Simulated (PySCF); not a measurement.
# In(NH3)2H3: geometry, NMR shifts and electronic excitations

What NMR shifts and electronic excitations should In(NH3)2H3 (`[H][In]([H])([H])(<-[NH3])<-[NH3]`) show?

Programs: PySCF 2.14.0, with density-fitted response routines of our own. Each step states its level of theory. These are calculated values for one molecule in the gas phase, unless marked as measured. Atoms are numbered from 0 throughout.

## (1) The starting structure

12 atoms, charge 0, multiplicity 1; geometry from: GFN1-xTB.

Bonds of the start (Å): In0–N1 2.66, In0–N5 2.66, In0–H9 1.71, In0–H10 1.71, In0–H11 1.71, N1–H2 1.01, N1–H3 1.01, N1–H4 1.01, N5–H6 1.01, N5–H7 1.01, N5–H8 1.01.

## (2) Relaxing the molecule at PBE0-D3(BJ)/def2-SVP

Job settings and geometry (Å):

```
{"job": {"xc": "PBE0", "basis": "def2-SVP", "d3": "d3bj", "grid": 1, "maxiter": 40, "kind": "geom"}, "charge": 0, "multiplicity": 1}
In     0.003490     0.000170    -0.001500
N     -0.011320    -0.020080     2.659940
H     -0.951790     0.052970     3.015090
H      0.519750     0.753590     3.028380
H      0.391040    -0.871040     3.020410
N      0.009340     0.020320    -2.658830
H     -0.932130     0.023070    -3.019110
H      0.478950    -0.791830    -3.027780
H      0.479190     0.837590    -3.016010
H      1.714000    -0.008320     0.006800
H     -0.847590     1.484190     0.007920
H     -0.852930    -1.480640    -0.015300
```

Output:

```text
step   0  E = -304.81569933  max force = 0.014098
step   1  E = -304.81805317  max force = 0.001757
step   2  E = -304.81832336  max force = 0.001905
step   3  E = -304.81837112  max force = 0.001566
step   4  E = -304.81836795  max force = 0.001325
step   5  E = -304.81838633  max force = 0.000102
step   6  E = -304.81838692  max force = 0.000019
optimisation converged
```

Run time: 30 s. Hardware: 1 thread, shared host.

Step by step:

| step | energy from step 0 (eV) | largest force component (eV/Å) |
| --- | --- | --- |
| 0 | 0.0000 | 0.7249 |
| 1 | -0.0641 | 0.0903 |
| 2 | -0.0714 | 0.0980 |
| 3 | -0.0727 | 0.0805 |
| 4 | -0.0726 | 0.0681 |
| 5 | -0.0731 | 0.0052 |
| 6 | -0.0731 | 0.0010 |

Close pairs (by a distance rule), those that changed most:

| bond | before (Å) | after (Å) | change (Å) |
| --- | --- | --- | --- |
| In0–N1 | 2.662 | 2.546 | -0.116 |
| In0–N5 | 2.657 | 2.545 | -0.112 |
| In0–H11 | 1.711 | 1.754 | +0.043 |
| In0–H10 | 1.711 | 1.754 | +0.043 |
| In0–H9 | 1.711 | 1.753 | +0.043 |
| N1–H2 | 1.008 | 1.019 | +0.011 |
| N1–H4 | 1.008 | 1.019 | +0.011 |
| N5–H6 | 1.008 | 1.019 | +0.011 |

The next job starts from the end point, and lists it.

| at the end point | value |
| --- | --- |
| point group (found at 0.08 Å tolerance) | D3h |
| rotational constants (GHz, main isotopes) | 34.286, 2.103, 2.103 |
| dipole moment (D) | 0.01 |

## (3) Shielding tensors: PBE0/def2-TZVP+pcSseg-1

Job settings and geometry (Å):

```
{"job": {"kind": "nmr", "xc": "PBE0", "basis": {"default": "pcSseg-1", "In": "def2-TZVP"}}, "charge": 0, "multiplicity": 1}
In     0.001781    -0.000738    -0.000064
N     -0.010304    -0.019649     2.545570
H     -0.958606     0.050043     2.910920
H      0.522584     0.761461     2.924345
H      0.398172    -0.877180     2.913446
N      0.010383     0.019911    -2.545330
H     -0.938099     0.023140    -2.916798
H      0.484583    -0.799044    -2.922140
H      0.485192     0.844263    -2.909378
H      1.755121    -0.008229     0.007288
H     -0.868982     1.521388     0.008297
H     -0.881826    -1.515375    -0.016146
```

Level: GIAO PBE0/pcSseg-1 In:def2-TZVP NMR shielding, scalar relativity only through core potentials, gas phase.

Output:

```text
coarse grid: 40576 points
cycle   1  E = -303.8397589316  dE = -3.198e+01  |g| = 2.162e+00  |ddm| = 4.517e+01
cycle   2  E = -294.3568071405  dE =  9.483e+00  |g| = 7.011e+00  |ddm| = 1.112e+01
cycle   3  E = -304.8761151575  dE = -1.052e+01  |g| = 2.749e-01  |ddm| = 8.473e+00
cycle   4  E = -304.8806460908  dE = -4.531e-03  |g| = 2.336e-01  |ddm| = 4.481e-01
cycle   5  E = -304.8918738823  dE = -1.123e-02  |g| = 3.147e-02  |ddm| = 1.608e-01
cycle   6  E = -304.8921647382  dE = -2.909e-04  |g| = 3.988e-03  |ddm| = 5.442e-02
cycle   7  E = -304.8921676526  dE = -2.914e-06  |g| = 1.446e-03  |ddm| = 4.685e-03
final grid: 84376 points
cycle   8  E = -304.8922076154  dE = -1.684e-07  |g| = 1.131e-03  |ddm| = 2.413e-03
cycle   9  E = -304.8922076912  dE = -7.578e-08  |g| = 9.285e-04  |ddm| = 1.528e-03
cycle  10  E = -304.8922078479  dE = -1.568e-07  |g| = 5.921e-05  |ddm| = 7.133e-04
cycle  11  E = -304.8922078486  dE = -6.731e-10  |g| = 8.821e-06  |ddm| = 4.491e-05
converged SCF energy = -304.8922078486

GIAO shielding tensors (ppm)
atom      isotropic    diamagn.    paramagn.     s11        s22        s33       span
  0 In         nan         nan         nan        nan        nan        nan        nan
  1 N      240.875     313.855     -72.980    229.587    246.508    246.529     16.942
  2 H       30.647      29.402       1.245     24.316     27.100     40.526     16.210
  3 H       30.648      29.398       1.250     24.318     27.092     40.533     16.215
  4 H       30.647      29.393       1.254     24.318     27.080     40.544     16.226
  5 N      240.862     313.849     -72.988    229.549    246.505    246.532     16.983
  6 H       30.649      29.404       1.245     24.318     27.106     40.523     16.205
  7 H       30.649      29.394       1.254     24.320     27.083     40.543     16.223
  8 H       30.649      29.395       1.254     24.322     27.080     40.545     16.224
  9 H       26.542      29.667      -3.125     18.120     23.030     38.476     20.356
 10 H       26.542      29.675      -3.133     18.119     23.041     38.467     20.349
 11 H       26.542      29.671      -3.129     18.121     23.036     38.469     20.348
```

It took 10 s on 1 thread, shared host.

The references, computed at this level on geometries of the same kind, shield at (ppm): 1H TMS 31.27, 15N NH3 265.7. Their shielding less the atom's gives the shift. The references are single molecules in the gas phase, so shifts against H2O, NH3, PH3, H3PO4 or CFCl3 are not on the usual liquid scales and can be off by tens of ppm. Atoms listed in one row are averaged.

| atoms | environment | σ (ppm) | δ (ppm) |
| --- | --- | --- | --- |
| H9, H10, H11 | hydrogen on a In bonded to 2 N | 26.54 | 4.73 |
| H2, H3, H4, H6, H7, H8 | hydrogen on a nitrogen bonded to In | 30.65 | 0.62 |
| N1, N5 | nitrogen bonded to In, 3 H | 240.9 | 24.8 |

Atoms past Kr carry core potentials, so their printed shieldings have no meaning and are left out of the table.

Charges from the same density, by scheme (e):

| atoms | Mulliken | ESP fit |
| --- | --- | --- |
| In0 | 0.28 | 0.47 |
| N1, N5 | -0.48 | -0.51 |

Mayer bond orders: In0–N1 0.23, In0–N5 0.23.

With diffuse functions Mulliken charges and Mayer bond orders lose their meaning; the other schemes are steadier.

## (4) TDDFT and polarisability: CAM-B3LYP/def2-SVPD

Same as in step 3 but for these lines:

```diff
@@ -1,2 +1,2 @@
-{"job": {"kind": "nmr", "xc": "PBE0", "basis": {"default": "pcSseg-1", "In": "def2-TZVP"}}, "charge": 0, "multiplicity": 1}
+{"job": {"kind": "uv", "xc": "CAM-B3LYP", "basis": "def2-SVPD", "ip": true, "nstates": 10}, "charge": 0, "multiplicity": 1}
 In     0.001781    -0.000738    -0.000064
```

Level: TDDFT CAM-B3LYP/def2-SVPD, vertical, gas phase, core orbitals frozen in the response.

Output:

```text
coarse grid: 40576 points
cycle   1  E = -303.8792158095  dE = -2.099e+01  |g| = 2.011e+00  |ddm| = 1.434e+01
cycle   2  E = -303.6243677536  dE =  2.548e-01  |g| = 2.664e+00  |ddm| = 1.003e+01
cycle   3  E = -304.8837468135  dE = -1.259e+00  |g| = 8.260e-02  |ddm| = 3.630e+00
cycle   4  E = -304.8861127361  dE = -2.366e-03  |g| = 3.368e-02  |ddm| = 3.147e-01
cycle   5  E = -304.8863476713  dE = -2.349e-04  |g| = 1.495e-02  |ddm| = 5.200e-02
cycle   6  E = -304.8863960682  dE = -4.840e-05  |g| = 3.140e-03  |ddm| = 1.479e-02
cycle   7  E = -304.8863997080  dE = -3.640e-06  |g| = 3.549e-04  |ddm| = 6.674e-03
final grid: 84376 points
cycle   8  E = -304.8864182925  dE = -7.904e-08  |g| = 2.274e-04  |ddm| = 2.157e-03
cycle   9  E = -304.8864182961  dE = -3.601e-09  |g| = 2.534e-04  |ddm| = 5.070e-04
cycle  10  E = -304.8864183094  dE = -1.327e-08  |g| = 1.676e-05  |ddm| = 1.731e-04
cycle  11  E = -304.8864183097  dE = -2.990e-10  |g| = 7.557e-06  |ddm| = 9.214e-05
converged SCF energy = -304.8864183097

Static polarisability (au): isotropic 72.402, principal 68.631 68.633 79.942

Singlet excitations
state   eV       nm        f      main configurations
  1   6.3231    196.1   0.00002   H->L+1 0.95
  2   6.3245    196.0   0.00000   H-1->L+1 0.95
  3   6.3451    195.4   0.10120   H->L 0.95
  4   6.3464    195.4   0.10129   H-1->L 0.95
  5   6.8896    180.0   0.44688   H-2->L+1 0.87, H-3->L 0.10
  6   6.9913    177.3   0.00000   H-2->L 0.86, H-3->L+1 0.10
  7   7.1856    172.5   0.00002   H->L+3 0.46, H-1->L+4 0.46
  8   7.5752    163.7   0.00734   H->L+2 0.64, H-1->L+4 0.15, H->L+3 0.15
  9   7.5760    163.7   0.00727   H-1->L+2 0.64, H->L+4 0.15, H-1->L+3 0.15
 10   7.7643    159.7   0.00001   H-1->L+3 0.45, H->L+4 0.45

Triplet excitations (Tamm-Dancoff, eV): 6.1130 6.1144 6.1501 6.1510
Vertical ionisation energy (delta-SCF) = 9.0696 eV
```

Wall time 50 s (1 thread, shared host).

The orbitals next to the gap, with their largest atomic shares:

| orbital | eV | atoms |
| --- | --- | --- |
| HOMO−3 | -10.98 | N1 35 %, N5 35 %, In0 7 % |
| HOMO−2 | -9.01 | N1 26 %, N5 26 %, In0 19 % |
| HOMO−1 | -8.15 | In0 41 %, H9 36 %, H10 11 % |
| HOMO | -8.15 | In0 41 %, H11 28 %, H10 27 % |
| LUMO | 0.65 | In0 57 %, N5 5 %, N1 5 % |
| LUMO+1 | 0.84 | In0 31 %, N1 8 %, N5 8 % |
| LUMO+2 | 1.98 | In0 59 %, H9 6 %, H11 6 % |

With each of the 10 states as a Gaussian band of 0.4 eV half-width at 1/e, the curve within the window shown has maxima at 181 nm (ε 20,000) L/(mol cm). Beyond the last state computed it falls off for lack of states. The curve at chosen wavelengths:

```tsv
nm	ε (L/mol/cm)
154	136
156	248
159	510
161	787
164	1580
166	2604
169	5325
171	7990
174	12723
176	15720
179	18821
181	19591
184	18949
186	17736
189	15522
191	14074
194	12083
196	10820
199	8907
201	7603
204	5683
206	4501
209	2987
211	2185
214	1291
216	876
```

Further results of this job:

| property | computed |
| --- | --- |
| dipole moment (D) | 0.01 |
| polarisability (Å³) | 10.73 |
| HOMO–LUMO gap (eV) | 8.79 |
| −ε(HOMO) (eV) | 8.15 |

## (5) Nuclear shieldings: KT2/def2-TZVP+pcSseg-1

Same as in step 4 but for these lines:

```diff
@@ -1,2 +1,2 @@
-{"job": {"kind": "uv", "xc": "CAM-B3LYP", "basis": "def2-SVPD", "ip": true, "nstates": 10}, "charge": 0, "multiplicity": 1}
+{"job": {"kind": "nmr", "xc": "KT2", "basis": {"default": "pcSseg-1", "In": "def2-TZVP"}, "pop": false}, "charge": 0, "multiplicity": 1}
 In     0.001781    -0.000738    -0.000064
```

With the program's defaults for keys left out, this is: GIAO KT2/pcSseg-1 In:def2-TZVP NMR shielding, scalar relativity only through core potentials, gas phase.

Output:

```text
coarse grid: 40576 points
cycle   1  E = -306.5633084775  dE = -3.148e+01  |g| = 2.366e+00  |ddm| = 4.380e+01
cycle   2  E = -270.0867287298  dE =  3.648e+01  |g| = 8.050e+00  |ddm| = 1.804e+01
cycle   3  E = -307.7019338309  dE = -3.762e+01  |g| = 8.514e-01  |ddm| = 1.622e+01
cycle   4  E = -307.6634986992  dE =  3.844e-02  |g| = 1.042e+00  |ddm| = 1.492e+00
cycle   5  E = -307.8871050012  dE = -2.236e-01  |g| = 6.829e-02  |ddm| = 7.033e-01
cycle   6  E = -307.8880104657  dE = -9.055e-04  |g| = 1.939e-02  |ddm| = 1.348e-01
cycle   7  E = -307.8881943297  dE = -1.839e-04  |g| = 4.605e-03  |ddm| = 3.927e-02
cycle   8  E = -307.8881991074  dE = -4.778e-06  |g| = 1.269e-03  |ddm| = 6.512e-03
final grid: 84376 points
cycle   9  E = -307.8882336284  dE =  1.264e-07  |g| = 1.518e-03  |ddm| = 4.173e-03
cycle  10  E = -307.8882333245  dE =  3.039e-07  |g| = 1.907e-03  |ddm| = 4.202e-03
cycle  11  E = -307.8882341960  dE = -8.715e-07  |g| = 2.200e-04  |ddm| = 2.275e-03
cycle  12  E = -307.8882342071  dE = -1.105e-08  |g| = 1.305e-05  |ddm| = 1.865e-04
cycle  13  E = -307.8882342071  dE = -4.911e-11  |g| = 2.939e-06  |ddm| = 2.130e-05
converged SCF energy = -307.8882342071

GIAO shielding tensors (ppm)
atom      isotropic    diamagn.    paramagn.     s11        s22        s33       span
  0 In         nan         nan         nan        nan        nan        nan        nan
  1 N      239.303     313.045     -73.742    228.108    244.891    244.909     16.802
  2 H       30.630      29.234       1.395     24.456     27.267     40.166     15.709
  3 H       30.630      29.231       1.399     24.458     27.260     40.172     15.713
  4 H       30.630      29.226       1.403     24.459     27.247     40.183     15.724
  5 N      239.289     313.040     -73.751    228.069    244.887    244.911     16.842
  6 H       30.631      29.236       1.395     24.458     27.273     40.162     15.704
  7 H       30.631      29.227       1.404     24.461     27.250     40.183     15.722
  8 H       30.631      29.227       1.404     24.462     27.247     40.185     15.723
  9 H       26.231      29.712      -3.481     17.876     22.860     37.958     20.082
 10 H       26.231      29.719      -3.488     17.875     22.871     37.949     20.074
 11 H       26.231      29.716      -3.485     17.877     22.866     37.951     20.074
```

Run time: 16 s. Hardware: 1 thread, shared host.

In short: δ N1 25.0, H9 4.95, H2 0.55 ppm (means over like atoms).

## (6) Run by run: NMR shifts

Shifts (ppm), means over like atoms, with basis size and wall time:

| run | H9 | H2 | N1 | functions | time |
| --- | --- | --- | --- | --- | --- |
| PBE0/def2-TZVP+pcSseg-1 | 4.73 | 0.62 | 24.8 | 129 | 10 s |
| KT2/def2-TZVP+pcSseg-1 | 4.95 | 0.55 | 25.0 | 129 | 16 s |

## (7) Outcome

| quantity | value |
| --- | --- |
| point group | D3h |
| rotational constants (main isotopes) | 34.29, 2.10, 2.10 GHz |
| 1H shifts against TMS (PBE0/def2-TZVP+pcSseg-1, means over atoms taken as alike) | 4.73, 0.62 ppm |
| 15N shifts against NH3 (PBE0/def2-TZVP+pcSseg-1, means over atoms taken as alike) | 24.8 ppm |
| lowest singlet (CAM-B3LYP/def2-SVPD) | 6.32 eV (196 nm), f = 0.000 |
| brightest single state of those computed | state 5, 6.89 eV, f = 0.447 |
| lowest triplet | 6.11 eV |
| vertical ionisation energy (ΔSCF) | 9.07 eV |
| range of the shift of H9 | 4.73 to 4.95 ppm |

In words: Over 6 steps the energy fell by 0.073 eV; of the close pairs, In0–N1 changed most, 2.662 to 2.546 Å. The lowest singlet, at 6.32 eV, is HOMO→LUMO+1 0.95 and is dark; of the 10 states computed, the strongest absorption comes from state 5 at 6.89 eV. The lowest triplet lies 0.21 eV below the lowest singlet (triplets in Tamm-Dancoff, singlets in full TDDFT). Spin-orbit coupling, left out, mixes singlets and triplets in elements this heavy. ΔSCF puts the ionisation energy at 9.07 eV, 0.92 eV above −ε(HOMO). Across the 2 runs the shift of H9 (with its like atoms) moves most, between 4.73 (PBE0/def2-TZVP+pcSseg-1) and 4.95 ppm (KT2/def2-TZVP+pcSseg-1). Spin-orbit coupling is left out, which matters for shieldings and couplings at and beside the heavy atoms.
